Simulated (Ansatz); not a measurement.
# Cr (bcc type): how the settings move a single-point run

Question: which choices in the input matter for Cr (bcc type)?

Program: Ansatz 0.2.0. Level of theory: reference: DFT, PBE, PAW with Ansatz's default frozen-core files, scalar-relativistic. These are calculated values, not measurements.

1 further run of the same task is left out (it didn't finish).

## Step 1: The system as given

Symmetry: Im-3m, No. 229, cubic system. The conventional cell has a = 2.183 Å, b = 2.183 Å, c = 2.183 Å, α = 90.00°, β = 90.00°, γ = 90.00°. Around Cr (site symmetry m-3m) lie 8 Cr at 1.89 Å.

As a file:

```
CELL_PARAMETERS angstrom
-1.09139 1.09139 1.09139
1.09139 -1.09139 1.09139
1.09139 1.09139 -1.09139
ATOMIC_POSITIONS crystal
Cr 0.00000 0.00000 0.00000
```

## Step 2: Reference

input.yaml

```yaml
crystal:
  lattice:
    - [-1.0913939427, 1.0913939427, 1.0913939427]
    - [1.0913939427, -1.0913939427, 1.0913939427]
    - [1.0913939427, 1.0913939427, -1.0913939427]
  atoms:
    - { symbol: Cr, position: [0.0, 0.0, 0.0], spin: 2.0 }
magnetization:
  spin_polarized: true
kpoints:
  mp_grid: { grid: [21, 21, 21] }
scf:
  occupations: { method: fermi_dirac, width: 0.05 }
hamiltonian:
  xc: pbe
  pseudopotentials: { kind: paw }
output:
  forces: true
  stress: true
  eigenvalues: true
  populations: true
  write_density: true
  write_potential: true
  elf: true
  volumetric_format: npy
```

On the command line:

```
$ ansatz run input.yaml --threads 1 --pin off --max-ram 3072MiB --backend cpu --events-out ev --progress --plain --runs-dir out
```

## Step 3: Variant: mixing.algorithm anderson, mixing.beta 0.7, mixing.ndim 8, pseudopotentials.kind nc, pseudopotentials.accuracy standard, hubbard.sites [{species: Cr, l: d, u_eff: 6.0}], hubbard.double_counting amf

input.yaml, as its differences from that of step 2:

```diff
@@ -13,5 +13,7 @@
   occupations: { method: fermi_dirac, width: 0.05 }
+  mixing: { algorithm: anderson, beta: 0.7, ndim: 8 }
 hamiltonian:
   xc: pbe
-  pseudopotentials: { kind: paw }
+  pseudopotentials: { kind: nc, accuracy: standard }
+  hubbard: { sites: [{ species: Cr, l: d, u_eff: 6.0 }], double_counting: amf }
 output:
```

What does the calculation give? Wanted: for each run, ending; energy change; pressure; gap; force.

As calculated:

| run | ending | energy change | pressure (GPa) | gap (eV) | force (eV/Å) | cycles | time |
| --- | --- | --- | --- | --- | --- | --- | --- |
| reference | converged | - | 960.1 | 0.00 | 0.00 | 10 | 4.9 s |
| 1: mixing.algorithm anderson, mixing.beta 0.7, mixing.ndim 8, pseudopotentials.kind nc, pseudopotentials.accuracy standard, hubbard.sites [{species: Cr, l: d, u_eff: 6.0}], hubbard.double_counting amf | converged | not comparable | 973.7 | 0.00 | 0.00 | 14 | 16 s |

Residual by cycle in the longest SCF loop of each run; runs are numbered as in the table. The quantity is the density residual dr2, in eV.

| cycle | reference | run 1 |
| --- | --- | --- |
| 1 | 0.852 | 0.261 |
| 2 | 0.0601 | 0.0264 |
| 3 | 0.0302 | 0.00289 |
| 5 | 8.5e-4 | 5.6e-5 |
| 6 | 1.2e-5 | 2.3e-5 |
| 7 | 1.5e-8 | 4.3e-6 |
| 8 | 5.7e-11 | 1.4e-6 |
| 9 | 9.6e-11 | 1.7e-7 |
| 10 | 6.3e-14 | 7.0e-10 |
| 12 | - | 2.9e-10 |
| 13 | - | 3.4e-11 |
| 14 | - | 8.8e-14 |

A change of potentials puts the total energy on another scale; the pressure goes from 960.1 to 973.7 GPa. The Hubbard U changed too. Cost: 14 SCF cycles against 10, 16 s against 4.9 s. A changed U is a change of model: its shifts are not errors of convergence. The structure is not at rest: the sound run finds 960 GPa, so these are no properties of the relaxed crystal. 
